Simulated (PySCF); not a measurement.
# C8H8BF2N: NMR shifts in solvents

Aim: compute the NMR shifts of C8H8BF2N (`C/N=C\c1ccc(B(F)F)cc1`), and see what a dielectric continuum does where one was used.

The runs use PySCF 2.14.0, with density-fitted response routines of our own; the level of theory stands in each step. All values are computed, except where a source is named. Atoms are numbered from 0 throughout.

## Step 1: The molecule as given

20 atoms, charge 0, multiplicity 1; geometry from: GFN2-xTB. The atoms were then displaced at random by about 0.01 Å, so the start is not that level's minimum.

Bonds of the start (Å): C0–N1 1.44, N1–C2 1.25, C2–C3 1.53, C3–C4 1.37, C4–C5 1.38, C5–C6 1.40, C6–B7 1.56, B7–F8 1.34, B7–F9 1.30, C6–C10 1.42, C10–C11 1.37, C11–C3 1.40, C0–H12 1.08, C0–H13 1.06, C0–H14 1.11, C2–H15 1.08, C4–H16 1.06, C5–H17 1.07, C10–H18 1.07, C11–H19 1.11.

## Step 2: Relaxing the molecule at PBE0-D3(BJ)/def2-SVP

What the job is given:

```
{"job": {"xc": "PBE0", "basis": "def2-SVP", "d3": "d3bj", "grid": 1, "shake": 0.01, "kind": "geom"}, "charge": 0, "multiplicity": 1}
C     -3.016840    -1.023020     0.346850
N     -2.871400    -0.586160    -1.016550
C     -1.797620    -0.149760    -1.478650
C     -0.455770     0.072750    -0.783470
C      0.670390    -0.489000    -1.326640
C      1.884260    -0.292640    -0.693520
C      1.999250     0.462740     0.479980
B      3.375680     0.694810     1.165860
F      3.501630     1.415710     2.288060
F      4.487210     0.177790     0.723030
C      0.809360     1.023650     1.009060
C     -0.396230     0.830640     0.392200
H     -3.580980    -1.948460     0.310000
H     -2.126990    -1.086980     0.927140
H     -3.706160    -0.295900     0.834390
H     -1.772990     0.095440    -2.525920
H      0.613350    -1.061110    -2.221200
H      2.772890    -0.732360    -1.100840
H      0.876510     1.613450     1.901920
H     -1.316580     1.293810     0.798380
```

On the command line:

```bash
> OMP_NUM_THREADS=1 python probes_run.py task.json out
```

This one command runs all jobs of the session in turn.

Output:

```text
step   0  E = -587.99166980  max force = 0.047375
step   1  E = -587.99819830  max force = 0.011796
step   2  E = -587.99870761  max force = 0.012878
step   3  E = -587.99893666  max force = 0.006806
step   4  E = -587.99943026  max force = 0.004356
step   5  E = -587.99956880  max force = 0.005169
step   6  E = -587.99980464  max force = 0.001647
step   7  E = -587.99983714  max force = 0.001761
step   8  E = -587.99988427  max force = 0.001551
step   9  E = -587.99976968  max force = 0.003146
step  10  E = -587.99984641  max force = 0.003215
step  11  E = -587.99993614  max force = 0.002968
step  12  E = -587.99991386  max force = 0.002889
step  13  E = -588.00000063  max force = 0.001189
step  14  E = -588.00005585  max force = 0.000872
step  15  E = -588.00008363  max force = 0.000793
step  16  E = -588.00010181  max force = 0.001207
step  17  E = -588.00011487  max force = 0.000654
step  18  E = -588.00011897  max force = 0.000315
optimisation converged
```

Run time: 13 min. Hardware: 1 thread of Intel Xeon at 2.70GHz, shared host; peak memory 0.94 GiB.

Relaxation path: (the energy doesn't fall at every step)

```csv
step,energy from step 0 (eV),largest force component (eV/Å)
0,0.0000,2.4361
1,-0.1776,0.6066
2,-0.1915,0.6622
3,-0.1977,0.3500
4,-0.2112,0.2240
5,-0.2149,0.2658
6,-0.2214,0.0847
7,-0.2222,0.0906
8,-0.2235,0.0798
9,-0.2204,0.1618
10,-0.2225,0.1653
11,-0.2249,0.1526
12,-0.2243,0.1486
13,-0.2267,0.0611
14,-0.2282,0.0448
15,-0.2290,0.0408
16,-0.2294,0.0621
17,-0.2298,0.0336
18,-0.2299,0.0162
```

Distances of close pairs at the start and the end, largest changes first:

```csv
bond,before (Å),after (Å),change (Å)
C2–C3,1.528,1.485,-0.043
C0–H13,1.064,1.105,+0.041
C3–C4,1.371,1.403,+0.032
C4–H16,1.063,1.093,+0.030
C2–H15,1.076,1.104,+0.028
C10–C11,1.368,1.390,+0.022
C5–H17,1.072,1.093,+0.021
N1–C2,1.248,1.269,+0.021
```

The final coordinates are the input of the step that follows.

```csv
at the end point,value
point group (found at 0.08 Å tolerance),C1
"rotational constants (GHz, main isotopes)","2.587, 0.421, 0.375"
dipole moment (D),0.48
```

## Step 3: Shielding tensors: PBE0/pcSseg-1 in acetone

What the job is given:

```
{"job": {"kind": "nmr", "xc": "PBE0", "basis": "pcSseg-1", "solvent": "acetone", "pop": true}, "charge": 0, "multiplicity": 1}
C     -3.111067    -0.628021     0.660082
N     -2.999201    -0.403130    -0.753200
C     -1.895481    -0.144164    -1.322507
C     -0.542083     0.028321    -0.737070
C      0.553140    -0.527368    -1.414965
C      1.838584    -0.402142    -0.904958
C      2.070667     0.309283     0.282411
B      3.499821     0.444750     0.857104
F      3.736039     1.129388     1.961744
F      4.538269    -0.119843     0.267683
C      0.977925     0.895882     0.937790
C     -0.311911     0.757113     0.439348
H     -3.831081    -1.443727     0.829857
H     -2.168173    -0.874164     1.181236
H     -3.545978     0.265481     1.140330
H     -1.924102    -0.055546    -2.422485
H      0.383535    -1.072761    -2.347273
H      2.680942    -0.855525    -1.433482
H      1.146057     1.470729     1.852011
H     -1.145453     1.239272     0.952520
```

Method: GIAO PBE0/pcSseg-1 NMR shielding, non-relativistic, IEF-PCM acetone.

Output:

```text
coarse grid: 17968 points
cycle   1  E = -588.2013858928  dE =  1.831e+00  |g| = 6.634e-01  |ddm| = 4.404e+00
cycle   2  E = -588.1538996679  dE =  4.749e-02  |g| = 8.944e-01  |ddm| = 1.074e+00
cycle   3  E = -588.2803132170  dE = -1.264e-01  |g| = 9.841e-02  |ddm| = 5.729e-01
cycle   4  E = -588.2818783390  dE = -1.565e-03  |g| = 5.686e-02  |ddm| = 1.199e-01
cycle   5  E = -588.2825463545  dE = -6.680e-04  |g| = 1.394e-02  |ddm| = 5.721e-02
cycle   6  E = -588.2825848860  dE = -3.853e-05  |g| = 3.783e-03  |ddm| = 1.440e-02
cycle   7  E = -588.2825878986  dE = -3.013e-06  |g| = 1.121e-03  |ddm| = 3.826e-03
final grid: 178048 points
cycle   8  E = -588.3598929822  dE = -8.015e-05  |g| = 7.612e-03  |ddm| = 5.753e-02
cycle   9  E = -588.3598922119  dE =  7.703e-07  |g| = 7.925e-03  |ddm| = 1.530e-02
cycle  10  E = -588.3599072010  dE = -1.499e-05  |g| = 1.502e-03  |ddm| = 7.450e-03
cycle  11  E = -588.3599077202  dE = -5.192e-07  |g| = 4.480e-04  |ddm| = 1.625e-03
cycle  12  E = -588.3599077642  dE = -4.401e-08  |g| = 1.070e-04  |ddm| = 4.651e-04
cycle  13  E = -588.3599077665  dE = -2.234e-09  |g| = 3.768e-05  |ddm| = 1.266e-04
cycle  14  E = -588.3599077668  dE = -3.095e-10  |g| = 1.046e-05  |ddm| = 4.195e-05
converged SCF energy = -588.3599077668

GIAO shielding tensors (ppm)
atom      isotropic    diamagn.    paramagn.     s11        s22        s33       span
  0 C      141.950     250.729    -108.779    119.561    133.812    172.479     52.918
  1 N     -112.788     327.494    -440.282   -471.820   -145.240    278.696    750.517
  2 C       16.160     249.437    -233.277    -86.367     28.453    106.393    192.760
  3 C       41.739     264.420    -222.681    -62.149     21.140    166.226    228.375
  4 C       49.133     251.510    -202.377    -54.411     26.457    175.352    229.763
  5 C       40.257     253.791    -213.533    -77.820     20.678    177.915    255.735
  6 C       56.196     257.933    -201.738    -37.407     15.758    190.236    227.643
  7 B       75.851     199.388    -123.537     64.961     77.313     85.280     20.319
  8 F      269.659     467.394    -197.735    108.307    314.441    386.228    277.920
  9 F      269.606     466.296    -196.690    108.098    314.305    386.415    278.317
 10 C       42.039     254.300    -212.261    -73.132     21.584    177.666    250.798
 11 C       50.437     253.055    -202.617    -50.053     24.853    176.511    226.563
 12 H       27.469      28.099      -0.629     23.857     26.275     32.276      8.419
 13 H       27.650      32.899      -5.249     23.221     28.873     30.857      7.636
 14 H       27.482      29.620      -2.139     24.322     26.324     31.799      7.478
 15 H       22.595      28.378      -5.783     19.322     22.517     25.945      6.623
 16 H       23.500      32.073      -8.573     19.899     23.452     27.149      7.250
 17 H       22.837      30.792      -7.954     18.832     22.098     27.582      8.750
 18 H       22.932      31.884      -8.952     18.720     22.236     27.839      9.119
 19 H       23.527      34.120     -10.593     19.571     22.789     28.222      8.651
```

It took 86 s on 1 thread of Intel Xeon at 2.70GHz, shared host; peak memory 1.4 GiB.

The references, computed at this level on geometries of the same kind, shield at (ppm): 1H TMS 31.24, 13C TMS 185.4, 19F CFCl3 180.4, 15N NH3 268.4, 11B BF3·OEt2 101.3. Their shielding less the atom's gives the shift. The references are single molecules in the same continuum, so shifts against H2O, NH3, PH3, H3PO4 or CFCl3 are not on the usual liquid scales and can be off by tens of ppm. Atoms listed in one row are averaged.

```csv
atoms,environment,σ (ppm),δ (ppm)
C2,C=N carbon,16.2,169.3
"C5, C10",aromatic CH,41.1,144.3
C3,substituted aromatic carbon,41.7,143.7
"C4, C11",aromatic CH,49.8,135.6
C6,substituted aromatic carbon,56.2,129.2
C0,methyl carbon bonded to N,142.0,43.5
H15,hydrogen on a C=N carbon,22.59,8.65
"H17, H18",hydrogen on an aromatic CH,22.88,8.36
"H16, H19",hydrogen on an aromatic CH,23.51,7.73
"H12, H13, H14",hydrogen on a methyl carbon bonded to N,27.53,3.71
N1,imine nitrogen,-112.8,381.2
B7,"boron bonded to C, 2 F",75.9,25.5
"F8, F9",fluorine bonded to B,269.6,-89.2
```

The run also stored atomic charges by several schemes (e):

```csv
atoms,Mulliken,IAO,Hirshfeld,ESP fit
C0,-0.15,-0.31,-0.08,0.10
N1,-0.47,-0.29,-0.18,-0.60
C2,0.19,0.01,0.04,0.28
C3,-0.31,-0.03,0.01,0.29
"C4, C11",0.00,-0.15,-0.04,-0.40
"C5, C10",-0.07,-0.12,-0.03,-0.02
C6,-0.29,-0.20,-0.10,-0.26
B7,0.79,0.72,0.31,0.74
"F8, F9",-0.30,-0.32,-0.14,-0.31
```

Mayer bond orders: C0–N1 0.98, N1–C2 1.96, C2–C3 1.01, C3–C4 1.36, C4–C5 1.46, C5–C6 1.38, C6–B7 0.95, B7–F8 1.11, B7–F9 1.11, C6–C10 1.38, C10–C11 1.46, C11–C3 1.35.

Ring of atoms C3, C4, C5, C6, C10, C11: NICS(0) -7.8, NICS(1) -11.1, NICS(1)zz -27.5 ppm (means of both faces).

## Step 4: NMR shieldings: PBE0/pcSseg-1 in water

The job, as its differences from that of step 3:

```diff
@@ -1,2 +1,2 @@
-{"job": {"kind": "nmr", "xc": "PBE0", "basis": "pcSseg-1", "solvent": "acetone", "pop": true}, "charge": 0, "multiplicity": 1}
+{"job": {"kind": "nmr", "xc": "PBE0", "basis": "pcSseg-1", "solvent": "water", "pop": false}, "charge": 0, "multiplicity": 1}
 C     -3.111067    -0.628021     0.660082
```

With the program's defaults for keys left out, this is: GIAO PBE0/pcSseg-1 NMR shielding, non-relativistic, IEF-PCM water.

Output:

```text
coarse grid: 17968 points
cycle   1  E = -588.2022328090  dE =  1.830e+00  |g| = 6.628e-01  |ddm| = 4.404e+00
cycle   2  E = -588.1554311000  dE =  4.680e-02  |g| = 8.918e-01  |ddm| = 1.066e+00
cycle   3  E = -588.2809833832  dE = -1.256e-01  |g| = 9.701e-02  |ddm| = 5.676e-01
cycle   4  E = -588.2825001596  dE = -1.517e-03  |g| = 5.623e-02  |ddm| = 1.178e-01
cycle   5  E = -588.2831529670  dE = -6.528e-04  |g| = 1.385e-02  |ddm| = 5.615e-02
cycle   6  E = -588.2831909559  dE = -3.799e-05  |g| = 3.726e-03  |ddm| = 1.422e-02
cycle   7  E = -588.2831938736  dE = -2.918e-06  |g| = 1.093e-03  |ddm| = 3.751e-03
final grid: 178048 points
cycle   8  E = -588.3604946930  dE = -8.022e-05  |g| = 7.601e-03  |ddm| = 5.757e-02
cycle   9  E = -588.3604940937  dE =  5.993e-07  |g| = 7.876e-03  |ddm| = 1.519e-02
cycle  10  E = -588.3605088889  dE = -1.480e-05  |g| = 1.480e-03  |ddm| = 7.358e-03
cycle  11  E = -588.3605093896  dE = -5.007e-07  |g| = 4.440e-04  |ddm| = 1.587e-03
cycle  12  E = -588.3605094327  dE = -4.310e-08  |g| = 1.059e-04  |ddm| = 4.568e-04
cycle  13  E = -588.3605094348  dE = -2.191e-09  |g| = 3.648e-05  |ddm| = 1.234e-04
cycle  14  E = -588.3605094351  dE = -2.829e-10  |g| = 9.981e-06  |ddm| = 4.031e-05
converged SCF energy = -588.3605094351

GIAO shielding tensors (ppm)
atom      isotropic    diamagn.    paramagn.     s11        s22        s33       span
  0 C      141.947     250.703    -108.756    119.477    133.821    172.542     53.065
  1 N     -111.613     327.677    -439.290   -468.548   -145.021    278.730    747.278
  2 C       15.970     249.461    -233.491    -86.439     27.839    106.510    192.949
  3 C       41.727     264.416    -222.688    -62.185     21.171    166.196    228.382
  4 C       49.072     251.446    -202.375    -54.453     26.182    175.485    229.938
  5 C       40.250     253.768    -213.518    -77.788     20.545    177.994    255.782
  6 C       56.193     257.998    -201.805    -37.467     15.808    190.239    227.705
  7 B       75.849     199.388    -123.539     64.902     77.304     85.343     20.441
  8 F      269.858     467.405    -197.547    108.697    314.678    386.200    277.503
  9 F      269.814     466.309    -196.495    108.501    314.551    386.389    277.888
 10 C       42.009     254.264    -212.255    -73.130     21.406    177.749    250.879
 11 C       50.365     253.015    -202.649    -50.093     24.539    176.650    226.743
 12 H       27.477      28.104      -0.627     23.858     26.286     32.288      8.430
 13 H       27.642      32.874      -5.232     23.205     28.873     30.846      7.641
 14 H       27.469      29.607      -2.138     24.301     26.304     31.800      7.499
 15 H       22.591      28.374      -5.783     19.314     22.525     25.934      6.620
 16 H       23.480      32.050      -8.570     19.870     23.442     27.128      7.258
 17 H       22.826      30.787      -7.961     18.815     22.094     27.569      8.754
 18 H       22.918      31.876      -8.957     18.701     22.229     27.825      9.124
 19 H       23.503      34.091     -10.588     19.536     22.774     28.198      8.662
```

It took 78 s on 1 thread of Intel Xeon at 2.70GHz, shared host; peak memory 1.4 GiB.

This run: δ C2 169.5, C5 144.4, C3 143.8, C4 135.8, H15 8.65, H17 8.37 ppm (means over like atoms).

## Step 5: Run by run: NMR shifts

Shifts (ppm) of some atoms, chosen among heavy atoms and hydrogens apart, means over like atoms, with basis size and wall time:

```csv
run,C2,C5,C3,C4,H17,H16,N1,functions,time
PBE0/pcSseg-1 in acetone,169.3,144.3,143.7,135.6,8.36,7.73,381.2,244,86 s
PBE0/pcSseg-1 in water,169.5,144.4,143.8,135.8,8.37,7.75,380.2,244,78 s
```

The continuum's effect on the ground state:

```csv
solvent,ε,polarisation energy (Eh),μ (D)
acetone,20.49,-0.0104,0.44
water,78.36,-0.0112,0.44
```

## Step 6: Summary of results

| quantity | value |
| --- | --- |
| point group | C1 |
| rotational constants (main isotopes) | 2.59, 0.42, 0.38 GHz |
| 13C shifts against TMS (PBE0/pcSseg-1, acetone, means over atoms taken as alike) | 169.3, 144.3, 143.7, 135.6, 129.2, 43.5 ppm |
| 1H shifts against TMS (PBE0/pcSseg-1, acetone, means over atoms taken as alike) | 8.65, 8.36, 7.73, 3.71 ppm |
| 15N shifts against NH3 (PBE0/pcSseg-1, acetone) | 381.2 ppm |
| 11B shifts against BF3·OEt2 (PBE0/pcSseg-1, acetone) | 25.5 ppm |
| 19F shifts against CFCl3 (PBE0/pcSseg-1, acetone, means over atoms taken as alike) | -89.2 ppm |
| range of the shift of N1 | 380.2 to 381.2 ppm |

What this shows: Over 18 steps the energy fell by 0.230 eV; of the close pairs, C2–C3 changed most, 1.528 to 1.485 Å. No frequency check was run at this level, so the end point may be a saddle. At PBE0/pcSseg-1: Shielding is most anisotropic at N1 (span 751 ppm, paramagnetic term -440 ppm). NICS(1)zz of -28 ppm above the planar ring from C3 marks a diatropic (aromatic) ring current. Across the 2 runs the shift of N1 moves most, between 380.2 (PBE0/pcSseg-1 in water) and 381.2 ppm (PBE0/pcSseg-1 in acetone). The continuum holds electrostatics alone: no hydrogen bonds to the solvent, and the gas-phase geometry is kept.
